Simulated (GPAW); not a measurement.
Crystal: ZnMo3.

```xyz
4
Lattice="3.9432 0.0000 0.0000 0.0000 3.9432 0.0000 0.0000 0.0000 3.9432" Properties=species:S:1:pos:R:3 pbc="T T T"
Mo    1.9716    1.9716    0.0000
Mo    1.9716    0.0000    1.9716
Mo    0.0000    1.9716    1.9716
Zn    0.0000    0.0000    0.0000
```

The cell comes from a database or a generator and needn't be the stable form of this composition.

Base run:

```yaml
Program: GPAW 26.7.0
Functional: RPBE
Potentials_or_basis: the program's PAW data sets (release 1.2.1) made for this functional
Cutoff: 600 eV
Basis: pw
k_mesh: 7 × 7 × 7
Occupations: gaussian, width 0.05 eV
Spin: no spin polarisation
```

Its results: band gap on the k mesh none (metal or under the smearing width); pressure 2.4 GPa.

The run is repeated on the same cell with these changes: functional from RPBE to LDA; occupations from gaussian, width 0.05 eV to gaussian, width 0.02 eV. What comes out?

Band gap on the k mesh none (metal or under the smearing width); pressure -14.1 GPa.
